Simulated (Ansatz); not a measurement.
**BrGaH5P (built from SMILES P.[GaH2][Br]): a barrier at many levels of theory**

How high is the barrier of this step (Br2–H5 formed, Ga1–Br2 loosened, H5–P6 broken), and how far do cheaper methods land from CCSD(T)?

Method: single points in def2-TZVPP on PBE0-D4/def2-TZVP structures; program: Ansatz 0.2.0, Gaussian basis.

Levels: SPW92, PBE-D4, BLYP-D4, r2SCAN-D4, B97M-V, PBE0-D4, B3LYP-D4, r2SCAN0-D4, BHLYP-D4, CAM-B3LYP-D4, wB97X-V, wB97M-V, B2PLYP, PBE-QIDH, RPA on PBE, Hartree-Fock, MP2, CCSD, CCSD(T). The reference is CCSD(T) at the basis limit, from triple and quadruple zeta. Zero-point energies come from PBE0-D4 vibrations.

Correlated methods freeze the cores. Filled d shells of the heavier atoms are correlated. B3LYP uses VWN-RPA correlation. B2PLYP carries no dispersion term here.

23 further runs of the same task are left out: 23 set aside as unsound or not needed.

## (1) Start, saddle and end, as given

Charge 0, multiplicity 1. The folders r, ts and p hold the start, the saddle and the end; their coordinates stand in the first inputs.

```csv
pair,r (Å),ts (Å),p (Å)
Br2–H5,3.604,1.633,1.423
Ga1–Br2,2.363,2.667,2.939
H5–P6,1.407,1.966,3.431
```

## (2) wB97M-V/def2-TZVPP

Contents of r/in.yaml:

```yaml
crystal:
  periodic: [false, false, false]
  atoms:
    - {symbol: Ga, position_ang: [-0.761025, -0.568647, -1.086644]}
    - {symbol: Br, position_ang: [0.982002, 0.403442, -2.351296]}
    - {symbol: H, position_ang: [-0.618292, -2.115693, -0.915942]}
    - {symbol: H, position_ang: [-2.091558, 0.250430, -1.125831]}
    - {symbol: H, position_ang: [0.561383, 1.696752, 0.986472]}
    - {symbol: P, position_ang: [0.348776, 0.305940, 1.001709]}
    - {symbol: H, position_ang: [1.677787, -0.129104, 1.157946]}
    - {symbol: H, position_ang: [-0.099075, 0.156882, 2.333585]}
basis:
  gaussian: {orbitals: def2-TZVPP}
hamiltonian: {xc: {name: wB97M-V}}
```

Contents of ts/in.yaml:

```yaml
crystal:
  periodic: [false, false, false]
  atoms:
    - {symbol: Ga, position_ang: [-0.737765, -0.685170, -0.703455]}
    - {symbol: Br, position_ang: [0.865901, 1.203674, -1.690271]}
    - {symbol: H, position_ang: [-0.078590, -1.992260, -1.222915]}
    - {symbol: H, position_ang: [-2.149811, -0.074550, -0.918190]}
    - {symbol: H, position_ang: [0.636978, 0.711728, -0.149669]}
    - {symbol: P, position_ang: [0.061185, -0.173637, 1.508639]}
    - {symbol: H, position_ang: [1.474974, -0.211189, 1.474119]}
    - {symbol: H, position_ang: [-0.072874, 1.221404, 1.701741]}
basis:
  gaussian: {orbitals: def2-TZVPP}
hamiltonian: {xc: {name: wB97M-V}}
```

Contents of p/in.yaml:

```yaml
crystal:
  periodic: [false, false, false]
  atoms:
    - {symbol: Ga, position_ang: [-0.817144, -0.815732, -0.420919]}
    - {symbol: Br, position_ang: [0.823405, 1.179661, -1.823550]}
    - {symbol: H, position_ang: [-0.161154, -2.015553, -1.188846]}
    - {symbol: H, position_ang: [-2.162302, -0.163196, -0.894571]}
    - {symbol: H, position_ang: [1.394763, 1.598910, -0.589007]}
    - {symbol: P, position_ang: [-0.110503, -0.398760, 1.759946]}
    - {symbol: H, position_ang: [1.279188, -0.398736, 1.466318]}
    - {symbol: H, position_ang: [-0.246253, 1.013407, 1.690628]}
basis:
  gaussian: {orbitals: def2-TZVPP}
hamiltonian: {xc: {name: wB97M-V}}
```

No record of the launch command was kept for these runs.

Further steps of the session: CCSD(T)/def2-TZVPP; MP2/def2-QZVPP; Vibrations of the start structure; Vibrations of the end structure.

Before running it: what results should come out? Wanted: barrier, CCSD(T)/CBS; reverse barrier, CCSD(T)/CBS; step energy, CCSD(T)/CBS; barrier with zero-point energy; step energy with zero-point energy; imaginary mode at the saddle; largest T1 diagnostic.

**Answer**, as computed:

| quantity | value |
| --- | --- |
| barrier, CCSD(T)/CBS | 38.6 kcal/mol |
| reverse barrier, CCSD(T)/CBS | 7.6 kcal/mol |
| step energy, CCSD(T)/CBS | +31.0 kcal/mol |
| barrier with zero-point energy | 35.6 kcal/mol |
| step energy with zero-point energy | +28.8 kcal/mol |
| imaginary mode at the saddle | 480i cm⁻¹ |
| largest T1 diagnostic | 0.012 |

In words: Among the functionals B2PLYP lands nearest to CCSD(T)/CBS (+0.4 kcal/mol) and SPW92 farthest (-11.8 kcal/mol). By rung, the mean size of the error is: LDA 11.8, GGA 6.7, meta-GGA 4.1, hybrid 2.7, range-separated hybrid 1.9, double hybrid 0.5 kcal/mol. PBE-D4 gives a barrier 8.4 kcal/mol too low, outside chemical accuracy (1 kcal/mol). Every functional without exact exchange puts the barrier too low, the usual mark of self-interaction error, which favours the spread-out density of a saddle. The barrier rises with the share of exact exchange, from BLYP-D4 through B3LYP-D4 to BHLYP-D4 (-5.1, -1.0, +5.6 kcal/mol). Hartree-Fock, with no correlation, is off by +17.3 kcal/mol. Zero-point motion lowers the barrier by 3.0 kcal/mol.
